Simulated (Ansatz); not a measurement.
Geometry optimisation, DFT PBE, scalar-relativistic, plane waves, PAW (Ansatz).

Input:

```yaml
crystal:
  lattice:
    - [-4.1773, -4.1773, 0.0]
    - [4.1773, -4.1773, 0.0]
    - [0.0, 0.0, 5.3304]
  atoms:
    - { symbol: Si, position: [0.4943123, 0.5039419, -0.0030704] }
    - { symbol: Si, position: [-0.0043353, 0.4913873, 0.2590593] }
    - { symbol: O, position: [0.1921469, 0.4956392, -0.0028679] }
    - { symbol: O, position: [0.0038958, 0.1873805, 0.2386168] }
    - { symbol: O, position: [0.8089222, 0.4998533, -0.0009848] }
    - { symbol: O, position: [0.0016765, 0.8085333, 0.2520316] }
    - { symbol: Si, position: [0.4944285, 0.4958346, 0.5020169] }
    - { symbol: Si, position: [-0.0098851, 0.4987158, 0.748822] }
    - { symbol: O, position: [0.1948008, 0.5050045, 0.4943923] }
    - { symbol: O, position: [-0.0003457, 0.1974144, 0.7550733] }
    - { symbol: O, position: [0.7980802, 0.4963543, 0.4910359] }
    - { symbol: O, position: [-0.0049692, 0.8096286, 0.7481929] }
    - { symbol: Si, position: [0.0012136, -0.0003466, -0.0040759] }
    - { symbol: Si, position: [0.4897218, 0.0016971, 0.2456153] }
    - { symbol: O, position: [0.6981812, -0.0085586, -0.0009567] }
    - { symbol: O, position: [0.505159, 0.6917672, 0.2582005] }
    - { symbol: O, position: [0.3095667, -0.0011023, -0.00262] }
    - { symbol: O, position: [0.4845698, 0.303854, 0.2493734] }
    - { symbol: Si, position: [0.0063428, -0.0036883, 0.4996146] }
    - { symbol: Si, position: [0.5050223, -0.0002003, 0.7525624] }
    - { symbol: O, position: [0.6980745, -0.0007947, 0.501063] }
    - { symbol: O, position: [0.5030752, 0.6881678, 0.7495409] }
    - { symbol: O, position: [0.499621, 0.3025611, 0.7490443] }
total_charge: -2
basis:
  ecutwfc: 420.0
kpoints:
  mp_grid: { grid: [2, 2, 2] }
hamiltonian:
  xc: pbe
  pseudopotentials: { kind: paw, azcp: { folder: soft_1 } }
scf:
  occupations: { method: gaussian, width: 0.02 }
  lower_state_search: "off"
relax:
  f_tol: 0.03
  max_steps: 60
  adjacent_minimum: "off"
```

Launched with:

```bash
$ ansatz run input.yaml --threads 1 --pin off --max-ram 3072MiB --backend cpu --events-out ev --progress --plain --runs-dir out
```

**Question.** Where does it end, and by what steps?

**Answer.** The forces met the threshold. Limits of this set-up: coarse k mesh, charged cell in a uniform background, uncorrected. After 12 steps the energy has fallen by 3.397 eV; Si14 moved furthest, 0.81 Å. Parted: Si14–O15 (1.80 → 2.75 Å), Si14–O21 (1.84 → 2.29 Å). Joined: Si14–Si19 (3.16 → 2.29 Å).

```json
{"step": "0", "energy less start (eV)": "0.0000", "largest force component (eV/Å)": "3.966", "accepted": "yes"}
{"step": "1", "energy less start (eV)": "-1.1443", "largest force component (eV/Å)": "2.515", "accepted": "yes"}
{"step": "2", "energy less start (eV)": "-1.9510", "largest force component (eV/Å)": "1.492", "accepted": "yes"}
{"step": "3", "energy less start (eV)": "-2.2224", "largest force component (eV/Å)": "0.445", "accepted": "yes"}
{"step": "4", "energy less start (eV)": "-2.3887", "largest force component (eV/Å)": "0.860", "accepted": "yes"}
{"step": "5", "energy less start (eV)": "-2.4952", "largest force component (eV/Å)": "1.196", "accepted": "yes"}
{"step": "6", "energy less start (eV)": "-2.5493", "largest force component (eV/Å)": "2.276", "accepted": "yes"}
{"step": "7", "energy less start (eV)": "-3.2249", "largest force component (eV/Å)": "1.256", "accepted": "yes"}
{"step": "8", "energy less start (eV)": "-3.3546", "largest force component (eV/Å)": "0.490", "accepted": "yes"}
{"step": "9", "energy less start (eV)": "-3.3805", "largest force component (eV/Å)": "0.282", "accepted": "yes"}
{"step": "10", "energy less start (eV)": "-3.3956", "largest force component (eV/Å)": "0.091", "accepted": "yes"}
{"step": "11", "energy less start (eV)": "-3.3969", "largest force component (eV/Å)": "0.052", "accepted": "yes"}
{"step": "12", "energy less start (eV)": "-3.3972", "largest force component (eV/Å)": "0.014", "accepted": "yes"}
```

```xyz
23
Lattice="-4.1773 -4.1773 0.0000 4.1773 -4.1773 0.0000 0.0000 0.0000 5.3304" Properties=species:S:1:pos:R:3
Si 0.015 -4.148 0.037
Si 2.109 -2.055 1.288
O 1.268 -2.896 -0.006
O 0.925 -0.797 1.204
O -1.260 -5.423 -0.049
O 3.367 -3.238 1.204
Si -0.003 -4.167 2.695
Si 2.066 -2.098 3.968
O 1.282 -2.882 2.624
O 0.716 -0.951 3.949
O -1.278 -5.442 2.661
O 3.213 -3.447 3.949
Si -0.002 0.012 -0.090
Si -1.600 -1.586 1.796
O -2.987 -2.974 -0.131
O 0.852 -4.953 1.402
O -1.274 -1.260 0.084
O -0.789 -3.311 1.402
Si -0.066 -0.053 2.540
Si -2.243 -2.230 3.926
O -3.085 -3.072 2.701
O 0.790 -4.955 4.022
O -0.791 -3.373 4.022
```

Whether the end is a true minimum wasn't checked by a vibrational analysis.

Run time: 39 s on 1 thread of Intel(R) Xeon(R) Platinum 8559C (Emerald Rapids) (shared host), peak memory 0.51 GiB.
